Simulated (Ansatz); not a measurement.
# ClH2NSi: the cost of one run

Method: PBE0-D4/def2-TZVP structures, single points in def2-TZVPP, no counterpoise correction; program: Ansatz 0.2.0, Gaussian basis.

Levels: SPW92, PBE-D4, BLYP-D4, r2SCAN-D4, B97M-V, PBE0-D4, B3LYP-D4, r2SCAN0-D4, BHLYP-D4, CAM-B3LYP-D4, wB97X-V, wB97M-V, B2PLYP, PBE-QIDH, RPA on PBE, Hartree-Fock, MP2, CCSD, CCSD(T).

Cores are frozen in the correlated methods. B3LYP uses VWN-RPA correlation. B2PLYP carries no dispersion term here.

56 further runs of the same task are left out: 56 set aside as unsound or not needed.

**1. Where the work starts**

The complex: 10 atoms, charge 0, spin multiplicity 1.

Atoms are counted from 1 here; the program's logs count them from 0.

Bond lengths: Si1–N3 1.577 Å, Si1–H5 1.467 Å, Si1–Cl6 2.037 Å, C2–H4 1.091 Å, C2–H7 1.090 Å, C2–H8 1.091 Å, C2–H9 1.090 Å, N3–H10 1.009 Å. Angles: N3–Si1–H5 120.2°, N3–Si1–Cl6 131.2°, H5–Si1–Cl6 108.6°, H4–C2–H7 109.7°, H4–C2–H8 110.1°, H4–C2–H9 109.1°, H7–C2–H8 109.7°, H7–C2–H9 109.2°, H8–C2–H9 109.0°, Si1–N3–H10 126.0°.

Coordinates:

```xyz
10
charge 0, multiplicity 1
Si   -1.5567   -0.5050   -0.4535
C     1.6931    0.5779    0.0881
N    -2.2584    0.0696    0.8367
H     0.9070    0.8413    0.7968
H    -1.3341    0.3587   -1.6184
Cl   -0.8725   -2.3734   -0.8902
H     1.5240    1.0937   -0.8573
H     1.7029   -0.5001   -0.0772
H     2.6570    0.8829    0.4950
H    -2.4622   -0.4458    1.6799
```

Its parts: ClH2NSi holds atoms 1, 3, 5, 6, 10; CH4 holds atoms 2, 4, 7, 8, 9. Each part counts its atoms afresh in its own runs.

**2. Relaxing ClH2NSi alone**

Contents of relax-a/in.yaml:

```yaml
crystal:
  periodic: [false, false, false]
  atoms:
    - {symbol: Si, position_ang: [-1.556746, -0.504970, -0.453509]}
    - {symbol: N, position_ang: [-2.258423, 0.069571, 0.836658]}
    - {symbol: H, position_ang: [-1.334136, 0.358725, -1.618416]}
    - {symbol: Cl, position_ang: [-0.872517, -2.373388, -0.890181]}
    - {symbol: H, position_ang: [-2.462175, -0.445823, 1.679912]}
basis:
  gaussian: {orbitals: def2-TZVP}
hamiltonian: {xc: pbe0, dispersion: d4}
relax: {f_tol: 0.005, max_steps: 200}
```

The run is started by

```sh
> ansatz run in.yaml --threads 4 --pin off --events-out ev --progress --plain --max-ram 9574MiB
```

**Question.** How long does this run take on 4 threads of Arm Neoverse V1, shared host?

About 6 s.
